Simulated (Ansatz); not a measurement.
Relaxation of a periodic cell of 22 atoms, H₃C₁₈N (surface graphene monolayer, adsorbate NH3), to a largest force component of 0.03 eV/Å in at most 60 steps.

All numbers below come from DFT PBE-D3(BJ), scalar-relativistic, plane waves, PAW (Ansatz). Settings: cutoff 420 eV, k mesh 2x2x1, gaussian smearing 0.02 eV, no spin polarisation.

```xyz
22
Lattice="7.3980 0.0000 0.0000 -3.6990 6.4069 0.0000 0.0000 0.0000 11.0000" Properties=species:S:1:pos:R:3
C 0.000 0.000 1.000
C 1.233 0.712 1.000
C -1.233 2.136 1.000
C 0.000 2.847 1.000
C -2.466 4.271 1.000
C -1.233 4.983 1.000
C 2.466 0.000 1.000
C 3.699 0.712 1.000
C 1.233 2.136 1.000
C 2.466 2.847 1.000
C 0.000 4.271 1.000
C 1.233 4.983 1.000
C 4.932 0.000 1.000
C 6.165 0.712 1.000
C 3.699 2.136 1.000
C 4.932 2.847 1.000
C 2.466 4.271 1.000
C 3.699 4.983 1.000
N 0.000 1.424 1.500
H 2.055 -0.237 1.980
H 0.855 1.806 2.080
H -0.756 1.976 2.080
```

**Question.** Where does it end, and by what steps?

**Answer.** It converged. Limits of this set-up: slab without dipole correction. After 17 steps the energy has fallen by 28.125 eV; N19 moved furthest, 1.63 Å. The start is strongly strained (largest force component 19 eV/Å), so its close contacts needn't be bonds. Parted: C1–N19 (1.51 → 2.38 Å), C3–N19 (1.51 → 3.30 Å), C3–H22 (1.19 → 2.75 Å), C4–N19 (1.51 → 3.07 Å), C9–N19 (1.51 → 2.42 Å), C9–H21 (1.19 → 2.51 Å).

| step | energy less start (eV) | largest force component (eV/Å) | accepted |
| --- | --- | --- | --- |
| 0 | 0.0000 | 18.816 | yes |
| 1 | -7.7616 | 16.813 | yes |
| 2 | -12.5486 | 12.629 | yes |
| 3 | -15.9300 | 11.404 | yes |
| 4 | -19.2065 | 9.549 | yes |
| 5 | -22.1033 | 5.978 | yes |
| 6 | -23.8857 | 3.834 | yes |
| 7 | -25.3184 | 2.379 | yes |
| 8 | -26.0997 | 2.087 | yes |
| 9 | -26.6788 | 1.748 | yes |
| 10 | -27.1905 | 1.948 | yes |
| 11 | -27.8125 | 1.775 | yes |
| 12 | -27.6350 | 4.488 | no |
| 13 | -28.0717 | 0.801 | yes |
| 14 | -28.1173 | 0.254 | yes |
| 15 | -27.9765 | 2.897 | no |
| 16 | -28.1245 | 0.059 | yes |
| 17 | -28.1251 | 0.020 | yes |

```xyz
22
Lattice="7.3980 0.0000 0.0000 -3.6990 6.4069 0.0000 0.0000 0.0000 11.0000" Properties=species:S:1:pos:R:3
C -0.163 0.049 0.831
C 1.038 0.811 1.344
C -1.376 2.207 0.700
C -0.139 2.922 0.698
C -2.592 4.340 0.730
C -1.387 5.023 0.790
C 2.373 0.041 1.244
C 3.577 0.806 0.796
C 1.097 2.229 0.817
C 2.303 2.915 0.724
C -0.149 4.332 0.695
C 1.090 5.054 0.700
C 4.795 0.079 0.703
C 6.022 0.775 0.711
C 3.564 2.190 0.725
C 4.802 2.910 0.671
C 2.311 4.349 0.668
C 3.547 5.072 0.737
N 0.790 0.915 2.831
H 2.609 -0.123 2.320
H 1.466 1.586 3.214
H -0.132 1.333 2.990
```

Whether the end is a true minimum wasn't checked by a vibrational analysis.

Time of the run: 71 s on 1 thread of Intel(R) Xeon(R) 6975P-C (Granite Rapids), with other jobs on the host, peak memory 0.69 GiB.
